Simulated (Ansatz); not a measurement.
# CH5SSb: the cost of one run

Program: the Python package of Ansatz 0.2.0. The levels of theory stand in the script. These are calculated values, not measurements.

### 1 Starting point

Bond lengths: S1–C2 1.769 Å, C2–Sb3 2.139 Å, S1–H4 1.456 Å, C2–H5 1.102 Å, C2–H6 1.109 Å, Sb3–H7 1.808 Å, Sb3–H8 1.732 Å. Angles: S1–C2–Sb3 107.3°, S1–C2–H5 111.4°, S1–C2–H6 110.1°, Sb3–C2–H5 110.2°, Sb3–C2–H6 110.2°, H5–C2–H6 107.7°, C2–S1–H4 89.8°, C2–Sb3–H7 92.0°, C2–Sb3–H8 92.6°, H7–Sb3–H8 91.0°.

No structure file is read: the coordinates are typed or built in the script.

### 2 The code

Contents of run_basis.py:

```python
import ansatz as az


def main() -> None:
    geometry_ang = [
        ('S', (-1.8654, 0.222, -0.0459)),
        ('C', (-0.1149, 0.4716, -0.0834)),
        ('Sb', (0.7621, -0.9588, 1.2441)),
        ('H', (-2.0355, 1.3156, -0.9919)),
        ('H', (0.1524, 1.494, 0.2293)),
        ('H', (0.2686, 0.323, -1.1129)),
        ('H', (2.4148, -0.6623, 0.5738)),
        ('H', (0.5101, -2.2621, 0.131)),
    ]
    system = az.Crystal.molecule()
    for symbol, xyz in geometry_ang:
        system = system.atom(symbol, xyz)

    model = system.calculation().functional('HF')

    energies = {}
    for basis in ['def2-SVP', 'def2-SVPD', 'def2-TZVP', 'def2-TZVPP']:
        rep = model.basis(gaussian=basis).run(threads=1, pin='off').report
        size = rep['n_frozen'] + rep['n_occupied'][0] + rep['n_virtual'][0]
        energies[basis] = (rep['reference_energy_ev'] / 27.211386246, rep['free_energy_ev'] / 27.211386246)
        print(f'{basis:14s} {size:4d} orbitals  reference {energies[basis][0]:14.6f} Ha  total {energies[basis][1]:14.6f} Ha')

    last = energies['def2-TZVPP'][1]
    for basis, (_, total) in energies.items():
        print(f'{basis:14s} lies {27.211386 * (total - last):9.4f} eV above def2-TZVPP')


if __name__ == '__main__':
    main()
```

### 3 The input behind the calls

The engine receives this input (first run):

```yaml
crystal:
  periodic: [false, false, false]
  atoms:
    - { symbol: S, position_ang: [-1.8654, 0.222, -0.0459] }
    - { symbol: C, position_ang: [-0.1149, 0.4716, -0.0834] }
    - { symbol: Sb, position_ang: [0.7621, -0.9588, 1.2441] }
    - { symbol: H, position_ang: [-2.0355, 1.3156, -0.9919] }
    - { symbol: H, position_ang: [0.1524, 1.494, 0.2293] }
    - { symbol: H, position_ang: [0.2686, 0.323, -1.1129] }
    - { symbol: H, position_ang: [2.4148, -0.6623, 0.5738] }
    - { symbol: H, position_ang: [0.5101, -2.2621, 0.131] }
basis:
  gaussian:
    orbitals: def2-SVP
hamiltonian:
  xc: hf
```

### 4 The run

On the command line:

```console
$ python run_basis.py
```

Q: Estimate wall time and peak memory on 1 thread of Arm Neoverse V1, shared host.

About 9.9 s, with a peak of 0.5 GiB.
